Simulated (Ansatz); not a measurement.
# CH₄ClIn: vertical ionisation energy

How much energy removes an electron from CH₄ClIn at fixed geometry? The cation is run at each level and the neutral's energy taken from earlier runs.

Method: unrestricted cation, the program's frozen cores in correlated methods; program: Ansatz 0.2.0, Gaussian basis.

The runs, in order: UKS PBE-D4/def2-TZVPP; UKS r2SCAN-D4/def2-TZVPP; UKS PBE0-D4/def2-TZVPP; UKS B3LYP-D4/def2-TZVPP; UKS wB97X-V/def2-TZVPP; UKS wB97M-V/def2-TZVPP; UKS B2PLYP/def2-TZVPP; UHF-CCSD(T)/def2-TZVPP; UHF-MP2/def2-QZVPP; extrapolation to the limit; then −ε(HOMO) from the neutral's earlier runs with LDA (SPW92), PBE-D4, revPBE-D4, BLYP-D4, r2SCAN-D4, B97M-V, PBE0-D4, B3LYP-D4, r2SCANh-D4, r2SCAN0-D4, HSE06-D4, BHLYP-D4, CAM-B3LYP-D4, LC-ωPBE, ωB97X-V, ωB97M-V.

## 1. Structure used throughout

All runs share one geometry, relaxed beforehand with PBE0-D4 in a triple-zeta def2 set. In takes the def2 core potential; no spin-orbit term is included.

7 atoms, charge 0, spin multiplicity 1.

Atoms are counted from 1 here; the program's logs count them from 0.

Bond lengths: C1–In2 2.131 Å, C1–H4 1.089 Å, C1–H5 1.091 Å, C1–H6 1.091 Å, In2–Cl3 2.357 Å, In2–H7 1.708 Å. Angles: In2–C1–H4 111.9°, In2–C1–H5 108.7°, In2–C1–H6 108.6°, H4–C1–H5 109.8°, H4–C1–H6 109.5°, H5–C1–H6 108.2°, C1–In2–Cl3 111.0°, C1–In2–H7 137.6°, Cl3–In2–H7 111.5°.

Coordinates:

```
C    -0.9412    0.4021   -0.3051
In    1.0494   -0.2804    0.0327
Cl    1.2014   -1.4651    2.0647
H    -1.0571    0.8465   -1.2927
H    -1.6229   -0.4422   -0.1971
H    -1.1902    1.1416    0.4576
H     2.5606   -0.2025   -0.7601
```

## 2. Cation, UKS PBE-D4/def2-TZVPP

in.yaml

```yaml
crystal:
  periodic: [false, false, false]
  atoms:
    - {symbol: C, position_ang: [-0.941204, 0.402125, -0.305110]}
    - {symbol: In, position_ang: [1.049408, -0.280442, 0.032651]}
    - {symbol: Cl, position_ang: [1.201389, -1.465058, 2.064746]}
    - {symbol: H, position_ang: [-1.057145, 0.846463, -1.292679]}
    - {symbol: H, position_ang: [-1.622888, -0.442182, -0.197110]}
    - {symbol: H, position_ang: [-1.190173, 1.141647, 0.457575]}
    - {symbol: H, position_ang: [2.560613, -0.202544, -0.760073]}
basis:
  gaussian: {orbitals: def2-TZVPP}
total_charge: 1
magnetization: {spin_polarized: true, initial_magnetization: 1}
hamiltonian: {xc: pbe, dispersion: d4}
```

The runs that follow: Cation, UKS r2SCAN-D4/def2-TZVPP; Cation, UKS PBE0-D4/def2-TZVPP; Cation, UKS B3LYP-D4/def2-TZVPP; Cation, UKS wB97X-V/def2-TZVPP; Cation, UKS wB97M-V/def2-TZVPP; Cation, UKS B2PLYP (frozen core)/def2-TZVPP; Cation, UHF-CCSD(T)/def2-TZVPP; Cation, UHF-MP2/def2-QZVPP.

Before running them: what should the planned runs give, taken together? Wanted: ionisation energy, CCSD(T)/CBS; nearest functional by difference; nearest −ε(HOMO); −ε(HOMO) of PBE; T1 of the cation.

As calculated:

| quantity | value |
| --- | --- |
| ionisation energy, CCSD(T)/CBS | 10.33 eV |
| nearest functional by difference | ωB97X-V (-0.07 eV) |
| nearest −ε(HOMO) | ωB97X-V (-0.13 eV) |
| −ε(HOMO) of PBE | 6.60 eV |
| T1 of the cation | 0.051 |

**Reading.** By cation minus neutral, the functionals miss by 0.74 eV at most. −ε(HOMO) of PBE misses by 3.7 eV, since self-interaction lifts the level. Among orbital estimates ωB97X-V comes nearest. Hartree-Fock falls 0.85 eV short, as the neutral has more correlation energy than the cation. The cation's T1 (from the report) is 0.051, above the customary mark of 0.045 for open shells, so the coupled-cluster value is less safe. Correlated methods include outer-core shells of In, which these sets cover unevenly. With outer-core shells in play the reference is unsure by up to some tenths of an eV, so close misses can't be ranked.
